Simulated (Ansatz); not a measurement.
# C2H9ClSi2: the cost of one run

All numbers below are computed with Ansatz 0.2.0 (RHF/6-31G).

### 1 Starting point

Bond lengths: C1–C2 1.500 Å, C2–Si3 1.847 Å, C2–Si4 1.856 Å, Si4–Cl5 2.113 Å, C1–H6 1.108 Å, C1–H7 1.086 Å, C1–H8 1.135 Å, C2–H9 1.105 Å, Si3–H10 1.490 Å, Si3–H11 1.474 Å, Si3–H12 1.529 Å, Si4–H13 1.426 Å, Si4–H14 1.486 Å. Angles (14 of 24 angles, heavy atoms first): C1–C2–Si3 112.6°, C1–C2–Si4 116.4°, Si3–C2–Si4 100.3°, C2–Si4–Cl5 107.2°, C1–C2–H9 106.6°, Si3–C2–H9 107.7°, Si4–C2–H9 113.0°, C2–C1–H6 115.5°, C2–C1–H7 115.0°, C2–C1–H8 110.9°, C2–Si3–H10 112.2°, C2–Si3–H11 112.8°, C2–Si3–H12 109.8°, C2–Si4–H13 116.4°.

As a file:

```xyz
14

C    -0.2440    1.2989    0.8892
C    -0.3450   -0.0988    0.3555
Si    1.2471   -1.0257    0.4854
Si   -0.6779   -0.2666   -1.4624
Cl   -2.6148    0.5005   -1.8171
H     0.4383    1.9730    0.3345
H     0.0069    1.3702    1.9430
H    -1.2300    1.8498    0.7727
H    -1.0904   -0.6223    0.9813
H     2.3407   -0.3762   -0.2906
H     1.1168   -2.4434    0.1034
H     1.7400   -1.0095    1.9328
H     0.1450    0.5080   -2.3319
H    -0.8455   -1.6870   -1.8670
```

### 2 End point A

Input file input.yaml:

```yaml
crystal:
  periodic: [false, false, false]
  atoms:
    - { symbol: C, position_ang: [-0.244, 1.2989, 0.8892] }
    - { symbol: C, position_ang: [-0.345, -0.0988, 0.3555] }
    - { symbol: Si, position_ang: [1.2471, -1.0257, 0.4854] }
    - { symbol: Si, position_ang: [-0.6779, -0.2666, -1.4624] }
    - { symbol: Cl, position_ang: [-2.6148, 0.5005, -1.8171] }
    - { symbol: H, position_ang: [0.4383, 1.973, 0.3345] }
    - { symbol: H, position_ang: [0.0069, 1.3702, 1.943] }
    - { symbol: H, position_ang: [-1.23, 1.8498, 0.7727] }
    - { symbol: H, position_ang: [-1.0904, -0.6223, 0.9813] }
    - { symbol: H, position_ang: [2.3407, -0.3762, -0.2906] }
    - { symbol: H, position_ang: [1.1168, -2.4434, 0.1034] }
    - { symbol: H, position_ang: [1.74, -1.0095, 1.9328] }
    - { symbol: H, position_ang: [0.145, 0.508, -2.3319] }
    - { symbol: H, position_ang: [-0.8455, -1.687, -1.867] }
basis:
  gaussian: { orbitals: "6-31G" }
hamiltonian:
  xc: hf
relax:
  f_tol: 0.015
  max_steps: 40
```

Command:

```
ansatz run input.yaml --threads 1 --pin off --max-ram 2048MiB --backend cpu --events-out ev --progress --plain --runs-dir out
```

**Question.** How long does this run take on 1 thread of Intel Xeon 6975P-C (Granite Rapids), shared host, and how much memory does it need?

About 21 s, with a peak of 0.18 GiB.
